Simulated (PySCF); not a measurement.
# C₃H₇NOSi: geometry, spin-spin couplings

What spin-spin couplings should C₃H₇NOSi (`O=C1CCN[SiH2]1`) show?

The runs use PySCF 2.14.0, with density-fitted response routines of our own; the level of theory stands in each step. All values are computed, except where a source is named. Atoms are numbered from 0 throughout.

## Step 1: The molecule as given

13 atoms, charge 0, multiplicity 1; geometry from: GFN2-xTB. The atoms were then displaced at random by about 0.01 Å, so the start is not that level's minimum.

Bonds of the start (Å): O0–C1 1.23, C1–C2 1.53, C2–C3 1.54, C3–N4 1.41, N4–Si5 1.71, Si5–C1 1.92, C2–H6 1.09, C2–H7 1.06, C3–H8 1.12, C3–H9 1.09, N4–H10 1.00, Si5–H11 1.47, Si5–H12 1.46.

## Step 2: Geometry optimisation at PBE0-D3(BJ)/def2-SVP

Job settings and geometry (Å):

```
{"job": {"xc": "PBE0", "basis": "def2-SVP", "d3": "d3bj", "grid": 1, "shake": 0.01, "kind": "geom"}, "charge": 0, "multiplicity": 1}
O     -0.096440    -2.576560     0.335690
C     -0.021200    -1.355840     0.253490
C     -1.225620    -0.416590     0.190590
C     -0.734660     0.904280    -0.440000
N      0.620780     1.108800    -0.092110
Si     1.571690    -0.281300     0.177960
H     -1.478410    -0.248180     1.242050
H     -2.037810    -0.862170    -0.318820
H     -1.374340     1.742040    -0.046970
H     -0.901800     0.849360    -1.516450
H      0.969390     2.019320    -0.325750
H      2.300360    -0.176660     1.453640
H      2.413880    -0.723370    -0.923610
```

Started as:

```
OMP_NUM_THREADS=1 python probes_run.py task.json out
```

This one command runs all jobs of the session in turn.

The program printed:

```text
step   0  E = -537.32170442  max force = 0.040785
step   1  E = -537.32662458  max force = 0.007022
step   2  E = -537.32734788  max force = 0.005508
step   3  E = -537.32773746  max force = 0.004208
step   4  E = -537.32788315  max force = 0.001796
step   5  E = -537.32797853  max force = 0.001159
step   6  E = -537.32800976  max force = 0.000826
step   7  E = -537.32805035  max force = 0.000564
step   8  E = -537.32806943  max force = 0.000556
step   9  E = -537.32808078  max force = 0.000348
optimisation converged
```

Run time: 88 s. Hardware: 1 thread of Arm Neoverse N1, shared host; peak memory 0.49 GiB.

Along the way:

```
step  energy from step 0 (eV)  largest force component (eV/Å)
   0                   0.0000                          2.0972
   1                  -0.1339                          0.3611
   2                  -0.1536                          0.2832
   3                  -0.1642                          0.2164
   4                  -0.1681                          0.0924
   5                  -0.1707                          0.0596
   6                  -0.1716                          0.0425
   7                  -0.1727                          0.0290
   8                  -0.1732                          0.0286
   9                  -0.1735                          0.0179
```

Close pairs (by a distance rule), those that changed most:

```
   bond  before (Å)  after (Å)  change (Å)
  C3–N4       1.414      1.458      +0.043
Si5–H12       1.455      1.498      +0.043
  C2–H7       1.057      1.100      +0.043
 N4–Si5       1.706      1.731      +0.026
  C3–H8       1.125      1.103      -0.022
Si5–H11       1.473      1.494      +0.022
  O0–C1       1.226      1.205      -0.021
 C1–Si5       1.923      1.942      +0.019
```

The next job starts from the end point, and lists it.

```
                         at the end point                value
  point group (found at 0.08 Å tolerance)                   C1
rotational constants (GHz, main isotopes)  4.154, 3.019, 1.853
                        dipole moment (D)                 3.41
```

## Step 3: J couplings: B3LYP/cc-pVTZ

Job settings and geometry (Å):

```
{"job": {"kind": "j", "xc": "B3LYP", "basis": "cc-pVTZ"}, "charge": 0, "multiplicity": 1}
O     -0.158738    -2.588839     0.009252
C     -0.043028    -1.392241     0.089883
C     -1.210894    -0.416555     0.168450
C     -0.764598     0.953450    -0.340379
N      0.629021     1.137202     0.045141
Si     1.570356    -0.312844     0.141340
H     -1.466511    -0.349576     1.241952
H     -2.086245    -0.825616    -0.357175
H     -1.391789     1.749061     0.094525
H     -0.910235     1.003091    -1.438219
H      0.989135     2.077277    -0.051594
H      2.368223    -0.440424     1.398499
H      2.481169    -0.612976    -1.009692
```

Method: B3LYP/cc-pVTZ indirect spin-spin coupling, non-relativistic, gas phase.

The program printed:

```text
coarse grid: 11376 points
cycle   1  E = -537.9722028983  dE =  7.443e-01  |g| = 8.814e-01  |ddm| = 7.295e+00
cycle   2  E = -537.3943957311  dE =  5.778e-01  |g| = 1.906e+00  |ddm| = 4.177e+00
cycle   3  E = -538.1117000802  dE = -7.173e-01  |g| = 2.362e-01  |ddm| = 3.113e+00
cycle   4  E = -538.1210387736  dE = -9.339e-03  |g| = 1.230e-01  |ddm| = 4.744e-01
cycle   5  E = -538.1241179025  dE = -3.079e-03  |g| = 2.453e-02  |ddm| = 1.710e-01
cycle   6  E = -538.1242368919  dE = -1.190e-04  |g| = 8.601e-03  |ddm| = 4.447e-02
cycle   7  E = -538.1242528100  dE = -1.592e-05  |g| = 1.630e-03  |ddm| = 1.505e-02
cycle   8  E = -538.1242533399  dE = -5.299e-07  |g| = 4.835e-04  |ddm| = 2.999e-03
final grid: 105360 points
cycle   9  E = -538.1229167442  dE = -5.077e-05  |g| = 5.331e-03  |ddm| = 8.069e-02
cycle  10  E = -538.1229031287  dE =  1.362e-05  |g| = 9.721e-03  |ddm| = 2.090e-02
cycle  11  E = -538.1229225465  dE = -1.942e-05  |g| = 1.794e-03  |ddm| = 1.290e-02
cycle  12  E = -538.1229231039  dE = -5.573e-07  |g| = 3.584e-04  |ddm| = 2.890e-03
cycle  13  E = -538.1229231284  dE = -2.450e-08  |g| = 1.350e-04  |ddm| = 6.390e-04
cycle  14  E = -538.1229231319  dE = -3.525e-09  |g| = 4.343e-05  |ddm| = 2.204e-04
cycle  15  E = -538.1229231323  dE = -4.015e-10  |g| = 7.014e-06  |ddm| = 7.065e-05
converged SCF energy = -538.1229231323

Indirect spin-spin couplings (Hz)
  i      j    bonds     total        FC       PSO       DSO        SD
  0 O    1 C    1     25.019     1.439    23.652    -0.072         -
  0 O    2 C    2      1.449    -1.152     2.571     0.031         -
  0 O    3 C    3     -0.684    -0.906     0.176     0.046         -
  0 O    4 N    3     -0.241     0.081    -0.293    -0.021    -0.009
  0 O    5 Si   2      5.658     3.715     0.712    -0.021     1.253
  0 O    6 H    3     -0.713    -0.895     0.039     0.144         -
  0 O    7 H    3     -1.129    -1.716     0.551     0.036         -
  0 O    9 H    4      0.218     0.047     0.034     0.138         -
  0 O   10 H    4      0.313    -0.214     0.252     0.276         -
  0 O   11 H    3     -0.012    -0.101    -0.030     0.119         -
  0 O   12 H    3      0.052     0.045    -0.076     0.083         -
  1 C    2 C    1     23.024    25.101    -2.372     0.296         -
  1 C    3 C    2      2.081     2.235    -0.229     0.074         -
  1 C    4 N    2     -6.765    -6.926     0.181    -0.029     0.010
  1 C    5 Si   1    -63.933   -63.179     0.884    -0.144    -1.493
  1 C    6 H    2     -4.424    -4.544    -0.079     0.199         -
  1 C    7 H    2     -4.235    -4.034    -0.244     0.043         -
  1 C    8 H    3      8.167     8.308     0.162    -0.304         -
  1 C    9 H    3      0.350     0.360    -0.063     0.053         -
  1 C   10 H    3      6.800     7.105     0.166    -0.471         -
  1 C   11 H    2      4.810     4.981    -0.080    -0.091         -
  1 C   12 H    2      6.760     6.909    -0.091    -0.057         -
  2 C    3 C    1     30.258    30.446    -0.427     0.240         -
  2 C    4 N    2     -0.550    -0.699     0.129    -0.018     0.039
  2 C    5 Si   2    -29.740   -30.152     0.265    -0.008     0.155
  2 C    6 H    1    112.923   110.715     1.249     0.959         -
  2 C    7 H    1    124.206   122.284     1.012     0.910         -
  2 C    8 H    2     -3.455    -3.406     0.033    -0.082         -
  2 C    9 H    2     -0.941    -0.920     0.023    -0.044         -
  2 C   10 H    3      3.884     3.979     0.468    -0.563         -
  2 C   11 H    3      2.912     3.072     0.099    -0.259         -
  2 C   12 H    3      0.804     0.975     0.154    -0.325         -
  3 C    4 N    1     -3.209    -2.501    -0.022    -0.105    -0.581
  3 C    5 Si   2     -2.536    -2.823     0.163     0.014     0.109
  3 C    6 H    2     -4.806    -4.778     0.011    -0.039         -
  3 C    7 H    2      2.505     2.513     0.103    -0.112         -
  3 C    8 H    1    129.319   127.770     0.643     0.905         -
  3 C    9 H    1    125.634   124.060     0.636     0.938         -
  3 C   10 H    2      1.166     1.065     0.495    -0.394         -
  3 C   11 H    3      4.202     4.402     0.203    -0.403         -
  3 C   12 H    3     -0.218    -0.076     0.132    -0.273         -
  4 N    5 Si   1     17.161    19.738    -2.839     0.044     0.218
  4 N    6 H    3     -0.090    -0.034    -0.053     0.003    -0.006
  4 N    7 H    3     -5.405    -5.434    -0.132     0.166    -0.004
  4 N    8 H    2     -0.270    -0.109    -0.201     0.040    -0.000
  4 N    9 H    2      0.519     0.616    -0.179     0.047     0.035
  4 N   10 H    1    -75.976   -72.156    -3.036    -0.408    -0.376
  4 N   11 H    2     -8.257    -8.424     0.048     0.107     0.012
  4 N   12 H    2     -2.732    -2.883     0.016     0.130     0.004
  5 Si   6 H    3      1.080     0.936    -0.075     0.094     0.125
  5 Si   7 H    3     -3.920    -4.039    -0.175     0.289     0.006
  5 Si   8 H    3     -5.863    -5.829    -0.343     0.338    -0.029
  5 Si   9 H    3      0.630     0.562    -0.122     0.146     0.044
  5 Si  10 H    2     -7.277    -7.829     0.349     0.392    -0.188
  5 Si  11 H    1   -177.419  -178.222     1.060    -0.280     0.023
  5 Si  12 H    1   -166.644  -167.471     1.084    -0.283     0.026
  6 H    7 H    2    -15.454   -15.610     2.047    -1.891         -
  6 H    8 H    3      8.918     8.752    -0.131     0.297         -
  6 H    9 H    3      9.175     9.532     2.134    -2.491         -
  6 H   10 H    4     -0.588    -0.389     1.526    -1.725         -
  6 H   11 H    4      0.656     0.826     0.127    -0.297         -
  6 H   12 H    4     -1.353    -0.633     1.041    -1.762         -
  7 H    8 H    3      0.332     0.417     0.886    -0.971         -
  7 H    9 H    3      4.524     4.351    -0.054     0.227         -
  7 H   10 H    4      1.135     1.410     1.882    -2.157         -
  7 H   11 H    4     -1.611    -1.092     1.096    -1.615         -
  7 H   12 H    4      0.278     0.665     0.843    -1.231         -
  8 H    9 H    2     -8.343    -8.359     1.909    -1.893         -
  8 H   10 H    3      4.222     4.049     0.591    -0.418         -
  8 H   11 H    4     -1.174    -0.766     0.903    -1.311         -
  8 H   12 H    4      0.457     0.964     1.168    -1.674         -
  9 H   10 H    3     -0.044    -0.062     1.227    -1.208         -
  9 H   11 H    4      0.624     1.367     1.116    -1.859         -
  9 H   12 H    4      0.936     1.079     0.155    -0.299         -
 10 H   11 H    3     -1.745    -1.280     0.803    -1.268         -
 10 H   12 H    3     -1.910    -1.468     0.740    -1.181         -
 11 H   12 H    2     20.683    21.753     0.606    -1.677         -
```

Wall time 89 s (1 thread of Arm Neoverse N1, shared host); peak memory 1 GiB.

This basis has no tight s functions, so the Fermi-contact terms are rough.

A choice of the couplings up to four bonds, sorted by the number of bonds, with means over like pairs; isotopes 13C, 1H, 15N, 17O, 29Si:

```
   pair  bonds  J (Hz)  Fermi contact (Hz)  dihedral (°)
Si5–H11      1  -172.0              -172.8             –
  C3–H8      1   127.5               125.9             –
  C2–H6      1   118.6               116.5             –
 N4–H10      1   -76.0               -72.2             –
 C1–Si5      1   -63.9               -63.2             –
  C2–C3      1    30.3                30.4             –
  O0–C1      1    25.0                 1.4             –
  C1–C2      1    23.0                25.1             –
 N4–Si5      1    17.2                19.7             –
 C2–Si5      2   -29.7               -30.2             –
H11–H12      2    20.7                21.8             –
  H6–H7      2   -15.5               -15.6             –
  H8–H9      2    -8.3                -8.4             –
Si5–H10      2    -7.3                -7.8             –
  C1–N4      2    -6.8                -6.9             –
 C1–H11      2     5.8                 5.9             –
 O0–Si5      2     5.7                 3.7             –
 N4–H11      2    -5.5                -5.7             –
 C1–H10      3     6.8                 7.1          -174
  H6–H8      3     6.7                 6.6           -40
  H6–H9      3     4.8                 5.0             –
  C1–H8      3     4.3                 4.3             –
 C2–H10      3     3.9                 4.0          -167
  N4–H6      3    -2.7                -2.7             –
 Si5–H8      3    -2.6                -2.6             –
 H8–H10      3     2.1                 2.0             –
 C3–H11      3     2.0                 2.2             –
 H6–H12      4    -1.5                -0.9             –
```

Where two rows join the same classes of atoms, they are different kinds of pair (such as cis and trans), each a mean over its own pairs alone.

Means hide unlike values in this fixed geometry: N4–H11 from -8.3 to -2.7 Hz; H6–H8 from 4.5 to 8.9 Hz; H6–H9 from 0.3 to 9.2 Hz. They hold only if the pairs exchange fast.

The spin-dipole term was solved for some atoms only; pairs without it lack that part.

The response was solved for the nuclei of C, H, N, Si alone, so couplings that need other nuclei can be missing.

Quadrupole couplings from the field gradients of the same density:

```
atom  isotope  eQq/h (MHz)     η
  O0      17O         11.8  0.60
  N4      14N       -4.874  0.40
```

## Step 4: Spin-spin couplings: B3LYP/6-31G*

The job, as its differences from that of step 3:

```diff
@@ -1,2 +1,2 @@
-{"job": {"kind": "j", "xc": "B3LYP", "basis": "cc-pVTZ"}, "charge": 0, "multiplicity": 1}
+{"job": {"kind": "j", "xc": "B3LYP", "basis": "6-31G*"}, "charge": 0, "multiplicity": 1}
 O     -0.158738    -2.588839     0.009252
```

Method: B3LYP/6-31G* indirect spin-spin coupling, non-relativistic, gas phase.

The program printed:

```text
coarse grid: 11376 points
cycle   1  E = -537.8945330816  dE =  7.723e-01  |g| = 8.497e-01  |ddm| = 3.433e+00
cycle   2  E = -537.3398424971  dE =  5.547e-01  |g| = 1.830e+00  |ddm| = 2.332e+00
cycle   3  E = -538.0360558584  dE = -6.962e-01  |g| = 2.191e-01  |ddm| = 1.786e+00
cycle   4  E = -538.0449220947  dE = -8.866e-03  |g| = 1.088e-01  |ddm| = 2.951e-01
cycle   5  E = -538.0474550838  dE = -2.533e-03  |g| = 2.307e-02  |ddm| = 1.082e-01
cycle   6  E = -538.0475733080  dE = -1.182e-04  |g| = 6.726e-03  |ddm| = 2.539e-02
cycle   7  E = -538.0475835952  dE = -1.029e-05  |g| = 1.558e-03  |ddm| = 7.737e-03
cycle   8  E = -538.0475841067  dE = -5.115e-07  |g| = 4.218e-04  |ddm| = 2.079e-03
final grid: 105360 points
cycle   9  E = -537.9877830253  dE = -1.363e-05  |g| = 5.191e-03  |ddm| = 1.677e-02
cycle  10  E = -537.9877696834  dE =  1.334e-05  |g| = 9.456e-03  |ddm| = 1.287e-02
cycle  11  E = -537.9877891522  dE = -1.947e-05  |g| = 1.670e-03  |ddm| = 8.404e-03
cycle  12  E = -537.9877897063  dE = -5.541e-07  |g| = 2.068e-04  |ddm| = 1.376e-03
cycle  13  E = -537.9877897149  dE = -8.566e-09  |g| = 9.488e-05  |ddm| = 3.057e-04
cycle  14  E = -537.9877897168  dE = -1.916e-09  |g| = 2.245e-05  |ddm| = 9.564e-05
cycle  15  E = -537.9877897169  dE = -1.203e-10  |g| = 5.356e-06  |ddm| = 3.151e-05
converged SCF energy = -537.9877897169

Indirect spin-spin couplings (Hz)
  i      j    bonds     total        FC       PSO       DSO        SD
  0 O    1 C    1     17.846    -3.084    21.021    -0.090         -
  0 O    2 C    2      0.036    -2.206     2.214     0.028         -
  0 O    3 C    3     -0.957    -1.173     0.171     0.045         -
  0 O    4 N    3     -0.115     0.174    -0.276    -0.020     0.007
  0 O    5 Si   2      6.150     4.409     0.617    -0.020     1.144
  0 O    6 H    3     -3.567    -3.830     0.128     0.135         -
  0 O    7 H    3     -1.506    -2.054     0.519     0.029         -
  0 O    8 H    4      0.256    -0.086     0.123     0.219         -
  0 O    9 H    4      0.152    -0.032     0.051     0.133         -
  0 O   10 H    4      0.281    -0.251     0.260     0.271         -
  0 O   11 H    3     -0.411    -0.554     0.029     0.114         -
  0 O   12 H    3     -0.272    -0.321    -0.028     0.078         -
  1 C    2 C    1     38.565    40.210    -1.942     0.297         -
  1 C    3 C    2      1.457     1.546    -0.164     0.075         -
  1 C    4 N    2     -5.906    -6.035     0.147    -0.030     0.012
  1 C    5 Si   1    -73.093   -72.272     0.605    -0.144    -1.282
  1 C    6 H    2     -5.437    -5.570    -0.078     0.211         -
  1 C    7 H    2     -4.718    -4.550    -0.220     0.053         -
  1 C    8 H    3      7.693     7.879     0.112    -0.298         -
  1 C    9 H    3      0.484     0.476    -0.050     0.058         -
  1 C   10 H    3      6.907     7.259     0.111    -0.464         -
  1 C   11 H    2      3.707     3.894    -0.103    -0.084         -
  1 C   12 H    2      5.720     5.877    -0.105    -0.051         -
  2 C    3 C    1     52.344    52.459    -0.355     0.241         -
  2 C    4 N    2     -0.098    -0.211     0.094    -0.018     0.038
  2 C    5 Si   2    -27.836   -28.203     0.220    -0.008     0.154
  2 C    6 H    1    148.585   146.731     0.834     1.020         -
  2 C    7 H    1    151.388   149.748     0.664     0.976         -
  2 C    8 H    2     -3.552    -3.532     0.052    -0.072         -
  2 C    9 H    2     -0.780    -0.789     0.043    -0.033         -
  2 C   10 H    3      4.088     4.266     0.377    -0.555         -
  2 C   11 H    3      2.787     2.972     0.070    -0.255         -
  2 C   12 H    3      0.644     0.845     0.120    -0.321         -
  3 C    4 N    1    -13.447   -12.873    -0.005    -0.107    -0.462
  3 C    5 Si   2     -2.186    -2.461     0.164     0.013     0.097
  3 C    6 H    2     -4.231    -4.244     0.043    -0.030         -
  3 C    7 H    2      1.964     1.960     0.108    -0.103         -
  3 C    8 H    1    155.086   153.749     0.371     0.965         -
  3 C    9 H    1    152.804   151.448     0.362     0.993         -
  3 C   10 H    2      1.380     1.371     0.385    -0.376         -
  3 C   11 H    3      3.544     3.802     0.140    -0.398         -
  3 C   12 H    3     -0.233    -0.047     0.083    -0.269         -
  4 N    5 Si   1     21.235    23.409    -2.379     0.044     0.161
  4 N    6 H    3     -0.197    -0.145    -0.049     0.002    -0.004
  4 N    7 H    3     -5.156    -5.215    -0.102     0.163    -0.002
  4 N    8 H    2     -0.636    -0.513    -0.158     0.035     0.000
  4 N    9 H    2     -0.208    -0.129    -0.139     0.042     0.019
  4 N   10 H    1    -81.225   -77.928    -2.520    -0.455    -0.321
  4 N   11 H    2     -7.893    -8.047     0.047     0.105     0.003
  4 N   12 H    2     -3.637    -3.769     0.016     0.127    -0.012
  5 Si   6 H    3      1.152     0.936     0.005     0.091     0.119
  5 Si   7 H    3     -3.246    -3.464    -0.078     0.286     0.010
  5 Si   8 H    3     -4.626    -4.781    -0.151     0.334    -0.029
  5 Si   9 H    3      0.777     0.582     0.012     0.143     0.040
  5 Si  10 H    2     -4.243    -5.039     0.643     0.383    -0.231
  5 Si  11 H    1   -199.030  -199.308     0.995    -0.311    -0.407
  5 Si  12 H    1   -188.179  -188.447     0.977    -0.313    -0.395
  6 H    7 H    2    -19.020   -18.388     1.136    -1.768         -
  6 H    8 H    3      8.848     8.826    -0.310     0.333         -
  6 H    9 H    3      8.751     9.699     1.497    -2.445         -
  6 H   10 H    4     -1.025    -0.426     1.097    -1.696         -
  6 H   11 H    4      0.408     0.678     0.013    -0.283         -
  6 H   12 H    4     -1.713    -0.658     0.687    -1.741         -
  7 H    8 H    3     -0.022     0.433     0.474    -0.929         -
  7 H    9 H    3      4.405     4.393    -0.255     0.267         -
  7 H   10 H    4      0.802     1.549     1.381    -2.128         -
  7 H   11 H    4     -1.891    -1.043     0.748    -1.596         -
  7 H   12 H    4     -0.183     0.471     0.560    -1.214         -
  8 H    9 H    2    -11.300   -10.583     1.053    -1.770         -
  8 H   10 H    3      3.517     3.688     0.194    -0.364         -
  8 H   11 H    4     -1.569    -0.874     0.598    -1.294         -
  8 H   12 H    4      0.257     1.115     0.796    -1.654         -
  9 H   10 H    3     -0.780    -0.297     0.675    -1.159         -
  9 H   11 H    4      0.617     1.717     0.738    -1.838         -
  9 H   12 H    4      0.944     1.201     0.028    -0.286         -
 10 H   11 H    3     -2.109    -1.306     0.429    -1.232         -
 10 H   12 H    3     -2.357    -1.582     0.372    -1.147         -
 11 H   12 H    2     22.278    23.794     0.083    -1.599         -
```

Wall time 21 s (1 thread of Arm Neoverse N1, shared host); peak memory 0.59 GiB.

This basis has no tight s functions, so the Fermi-contact terms are rough.

In short: J(Si5,H11) -193.6 Hz, J(C3,H8) 153.9 Hz, J(C2,H6) 150.0 Hz (means over like pairs).

## Step 5: Run by run: spin-spin couplings

Couplings (Hz), each a mean over the pairs like the one named, with basis size and wall time:

```
          run  Si5–H11  C3–H8  C2–H6  N4–H10  C1–Si5  C2–C3  C1–C2  functions  time
B3LYP/cc-pVTZ   -172.0  127.5  118.6   -76.0   -63.9   30.3   23.0        282  89 s
 B3LYP/6-31G*   -193.6  153.9  150.0   -81.2   -73.1   52.3   38.6        102  21 s
```

## Step 6: Results

| quantity | value |
| --- | --- |
| point group | C1 |
| rotational constants (main isotopes) | 4.15, 3.02, 1.85 GHz |
| largest coupling of the table (B3LYP/cc-pVTZ) | 1J(Si,H) Si5–H11, -172.0 Hz (mean over like pairs) |
| range of J(Si5,H11), mean over like pairs | -193.6 to -172.0 Hz |

**Reading.** The start of the PBE0/def2-SVP relaxation was shaken at random by about 0.01 Å, so part of the energy gained, and of the first lengths quoted, undoes that. Relaxing lowered the energy by 0.174 eV in 9 steps; the close pair that moved most is C3–N4, from 1.414 to 1.458 Å. No frequency check was run at this level, so the end point may be a saddle. Of the pairs tabulated at B3LYP/cc-pVTZ, Si5–H11 (mean over like pairs) couples most strongly (-172.0 Hz; Fermi contact -172.8 Hz). Couplings across rotatable bonds belong to this one conformer; where others are populated, the observed values are averages. The coupling Si5–H11, as a mean over pairs of its kind, runs from -193.6 Hz (B3LYP/6-31G*) to -172.0 Hz (B3LYP/cc-pVTZ). Couplings from bases without tight functions are rough.
